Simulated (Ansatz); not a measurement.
# wB97X/cc-pVDZ run of C2H8OSi (SMILES CC[SiH2]O)

What is the energy change on altering one bond length of C2H8OSi at wB97X/cc-pVDZ? 

The results are computed with Ansatz 0.2.0.

73 further runs of the same task are left out: 73 set aside as unsound or not needed.

### 1 The structure to begin with

The species is C2H8OSi (12 atoms), meant as a singlet with charge 0. As SMILES, `CC[SiH2]O`. The coordinates come from a PBE0-D4/def2-TZVP relaxation. This is one conformer, not always the lowest.

Bond lengths: C1–C2 1.526 Å, C2–Si3 1.868 Å, Si3–O4 1.653 Å, C1–H5 1.094 Å, C1–H6 1.093 Å, C1–H7 1.093 Å, C2–H8 1.096 Å, C2–H9 1.097 Å, Si3–H10 1.494 Å, Si3–H11 1.484 Å, O4–H12 0.957 Å. Some angles: C1–C2–Si3 113.6°, C2–Si3–O4 112.4°, C1–C2–H8 110.5°, C1–C2–H9 110.5°, Si3–C2–H8 108.4°, Si3–C2–H9 107.5°, C2–C1–H5 111.5°, C2–C1–H6 111.3°, C2–C1–H7 111.8°, C2–Si3–H10 108.7°.

### 2 A single-point energy at wB97X/cc-pVDZ

in.yaml reads:

```yaml
crystal:
  periodic: [false, false, false]
  atoms:
    - symbol: C
      position_ang: [-1.462000, -0.315100, -0.130400]
    - symbol: C
      position_ang: [-0.193100, -0.595200, 0.670600]
    - symbol: Si
      position_ang: [1.348100, 0.138200, -0.088600]
    - symbol: O
      position_ang: [1.258000, 1.782700, -0.229600]
    - symbol: H
      position_ang: [-1.384700, -0.701300, -1.150800]
    - symbol: H
      position_ang: [-1.659100, 0.758300, -0.198700]
    - symbol: H
      position_ang: [-2.341400, -0.775300, 0.326800]
    - symbol: H
      position_ang: [-0.292100, -0.210900, 1.691700]
    - symbol: H
      position_ang: [-0.031100, -1.675800, 0.767200]
    - symbol: H
      position_ang: [1.555800, -0.473500, -1.435500]
    - symbol: H
      position_ang: [2.530600, -0.124900, 0.769100]
    - symbol: H
      position_ang: [0.748100, 2.137600, -0.957900]
basis:
  gaussian: {orbitals: cc-pVDZ}
hamiltonian: {xc: {name: wB97X}}
accuracy: high
output: {orbitals: {seedname: orbitals}}
```

Started as:

```sh
$ ansatz run in.yaml --threads 1 --pin off --max-ram 3480MiB --events-out events.jsonl --progress --plain --runs-dir runs
```

The program printed:

```text
Warning: RAYON_NUM_THREADS=1 ignored (pool sized by the plan → 1); use --threads N
Functional definition: wB97X
  name "wB97X"
  parameter omega = 0.3/bohr
  parameter cx = 0.157706
  parameter cx1 = 0.726479
  parameter cx2 = 1.04760
  parameter cx3 = -5.70635
  parameter cx4 = 13.2794
  parameter css1 = -4.33879
  parameter css2 = 18.2308
  parameter css3 = -31.7430
  parameter css4 = 17.2901
  parameter cos1 = 2.37031
  parameter cos2 = -11.3995
  parameter cos3 = 6.58405
  parameter cos4 = -3.78132
  exchange = spin_sum(e_x_unif_sr(omega)*poly(b97_u_x, 1 - cx, cx1, cx2, cx3, cx4)) + cx*exact_x_sr(omega)
      + exact_x_lr(omega)
  correlation = spin_sum(e_c_pw_same_spin*poly(b97_u_same, 1, css1, css2, css3, css4))
      + integral(e_c_pw_opposite_spin*poly(b97_u_opposite, 1, cos1, cos2, cos3, cos4))
2427 factors; integrals over basis functions are off by at most 3.9e-9 eV
427 factors; integrals over basis functions are off by at most 2.2e-9 eV
mean field evaluation 1: about -12124.0656 eV, gradient 5.0e1 eV
mean field evaluation 2: about -12124.8027 eV, gradient 4.8e1 eV
mean field evaluation 4: about -12128.9247 eV, gradient 1.7e0 eV
mean field evaluation 8: about -12129.0800 eV, gradient 8.1e-2 eV
mean field evaluation 16: about -12129.0801 eV, gradient 1.9e-5 eV
mean field -12129.08006018 eV, -445.7354708260 hartree, gradient 3.9e-8 eV, S^2 0.000000; 0 other end points of the search recorded, 0 dependent functions left out
reference -12129.08005694 eV, -445.7354707066 hartree; 21, 21 occupied and 79, 79 virtual orbitals, 2427 factors
Total energy: -12129.08005694 eV, -445.7354707066 hartree
```

It took 13 s on 1 thread of AMD EPYC 9R45 (Zen 5), shared host; peak memory 0.63 GiB.

### 3 The distorted shape, same level

molecule.yaml reads:

```yaml
crystal:
  periodic: [false, false, false]
  atoms:
    - symbol: C
      position_ang: [-2.477139, -0.091016, -0.771212]
    - symbol: C
      position_ang: [-0.193100, -0.595200, 0.670600]
    - symbol: Si
      position_ang: [1.348100, 0.138200, -0.088600]
    - symbol: O
      position_ang: [1.258000, 1.782700, -0.229600]
    - symbol: H
      position_ang: [-2.399839, -0.477216, -1.791612]
    - symbol: H
      position_ang: [-2.674239, 0.982384, -0.839512]
    - symbol: H
      position_ang: [-3.356539, -0.551216, -0.314012]
    - symbol: H
      position_ang: [-0.292100, -0.210900, 1.691700]
    - symbol: H
      position_ang: [-0.031100, -1.675800, 0.767200]
    - symbol: H
      position_ang: [1.555800, -0.473500, -1.435500]
    - symbol: H
      position_ang: [2.530600, -0.124900, 0.769100]
    - symbol: H
      position_ang: [0.748100, 2.137600, -0.957900]
basis:
  gaussian: {orbitals: cc-pVDZ}
output: {orbitals: {seedname: orbitals}}
hamiltonian: {xc: {name: wB97X}}
accuracy: high
```

Started as:

```sh
$ ansatz run molecule.yaml --threads 1 --pin off --max-ram 3480MiB --events-out events.jsonl --progress --plain --runs-dir runs
```

The program printed, shortened:

```text
Warning: RAYON_NUM_THREADS=1 ignored (pool sized by the plan → 1); use --threads N
Functional definition: wB97X
  name "wB97X"
[...]
      + exact_x_lr(omega)
[...]
      + integral(e_c_pw_opposite_spin*poly(b97_u_opposite, 1, cos1, cos2, cos3, cos4))
2373 factors; integrals over basis functions are off by at most 3.9e-9 eV
456 factors; integrals over basis functions are off by at most 2.5e-9 eV
[...]
mean field -12124.42759014 eV, -445.5644957054 hartree, gradient 6.3e-8 eV, S^2 0.000000; 0 other end points of the search recorded, 0 dependent functions left out
reference -12124.42758664 eV, -445.5644955770 hartree; 21, 21 occupied and 79, 79 virtual orbitals, 2373 factors
Total energy: -12124.42758664 eV, -445.5644955770 hartree
```

Wall time 13 s (1 thread of AMD EPYC 9R45 (Zen 5), shared host); peak memory 0.63 GiB.

### 4 Summary of results

At wB97X/cc-pVDZ:

```
                                                         quantity          value
                                        first shape: total energy  -445.73547 Eh
                                         first shape: HOMO energy      -10.26 eV
                                         first shape: LUMO energy        3.13 eV
                                       first shape: HOMO–LUMO gap       13.38 eV
                                    distorted shape: total energy  -445.56450 Eh
                                     distorted shape: HOMO energy       -9.03 eV
                                     distorted shape: LUMO energy       -0.66 eV
                                   distorted shape: HOMO–LUMO gap        8.37 eV
energy change with the C1–C2 bond stretched from 1.526 to 2.748 Å       4.652 eV
```

In words: With the C1–C2 bond stretched from 1.526 to 2.748 Å the energy rises by 4.65 eV (107 kcal/mol). The first shape isn't relaxed at this level, so the change isn't measured from a minimum. A restricted reference can't describe the breaking bond well at this length.
